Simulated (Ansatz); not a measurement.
# Ta: under pressure

An exercise on one series of results from a longer session: the logs are not shown, and one member is left open.

Program: Ansatz 0.2.0. Level of theory: DFT PBEsol, scalar-relativistic, plane waves, PAW. These are calculated values, not measurements.

1 further run of the same task is left out (set aside as unsound or not needed).

## The structure to begin with

The structure is cubic, space group Im-3m (No. 229). The conventional cell has a = 3.280 Å, b = 3.280 Å, c = 3.280 Å, α = 90.00°, β = 90.00°, γ = 90.00°. Around Ta (site symmetry m-3m) lie 8 Ta at 2.84 Å.

Coordinates:

```cif
data_structure
_symmetry_space_group_name_H-M 'P 1'
_symmetry_Int_Tables_number 1
_cell_length_a 2.8410
_cell_length_b 2.8410
_cell_length_c 2.8410
_cell_angle_alpha 109.471
_cell_angle_beta 109.471
_cell_angle_gamma 109.471
_cell_volume 17.65
loop_
_atom_site_label
_atom_site_type_symbol
_atom_site_fract_x
_atom_site_fract_y
_atom_site_fract_z
_atom_site_occupancy
Ta1 Ta 0.00000 0.00000 0.00000 1
```

It goes back to an entry of the Materials Project.

This cell was relaxed beforehand with the same method: volume 17.65 Å³/atom, gap on the mesh none (metal).

The first run:

Contents of input.yaml:

```yaml
crystal:
  lattice:
    - [-1.6507487451, 1.6507487451, 1.6507487451]
    - [1.6507487451, -1.6507487451, 1.6507487451]
    - [1.6507487451, 1.6507487451, -1.6507487451]
  atoms:
    - { symbol: Ta, position: [0.0, 0.0, 0.0] }
basis:
  ecutwfc: 420
kpoints:
  mp_grid: { grid: [18, 18, 18] }
hamiltonian:
  xc: pbesol
scf:
  occupations: { method: gaussian, width: 0.1 }
output:
  forces: true
  stress: true
  eigenvalues: true
relax:
  adjacent_minimum: "off"
  f_tol: 0.008
  max_steps: 50
  cell: { stress_tol: 0.08, p_target: -2.0 }
```

Started as:

```
ansatz run input.yaml --threads 1 --pin off --max-ram 2560MiB --backend cpu --events-out ev --progress --plain --runs-dir out
```

Steps of the session up to this table: Relaxing at -2 GPa; Target pressure 2 GPa; Target pressure 5 GPa; Target pressure 10 GPa; Target pressure 20 GPa; Relaxing at 40 GPa.

One of the session's tables, all rows but one given; the rest of the session is left out.

| P (GPa) | V (Å³/atom) | a (Å) | b (Å) | c (Å) | ΔH (eV/atom) |
| --- | --- | --- | --- | --- | --- |
| -2 | 17.83 | 2.851 | 2.851 | 2.851 | -0.221 |
| 0 | 17.65 | 2.841 | 2.841 | 2.841 | 0.000 |
| 2 | 17.48 | 2.832 | 2.832 | 2.832 | 0.219 |
| 5 | ? | ? | ? | ? | ? |
| 10 | 16.89 | 2.800 | 2.800 | 2.800 | 1.077 |
| 20 | 16.27 | 2.765 | 2.765 | 2.765 | 2.111 |
| 40 | 15.26 | 2.707 | 2.707 | 2.707 | 4.077 |

**Question.** Estimate the row for P (GPa) = 5.

Worked estimate for «V (Å³/atom)». A straight line through the neighbours (2, 17.48) and (10, 16.89) gives 17.48 + (16.89 − 17.48) × (5 − 2) / (10 − 2) = 17.26; a parabola fitted to 4 rows on both sides gives 17.25.

**Answer.** V (Å³/atom): 17.24; a (Å): 2.819; b (Å): 2.819; c (Å): 2.819; ΔH (eV/atom): 0.544. In «V (Å³/atom)» the line misses by +0.02 and the parabola by +0.01.

ΔH is E + PV over the energy at zero pressure; a, b and c are the vectors of the computed cell. 

To keep in mind: The runs treat Ta without spin-orbit coupling.
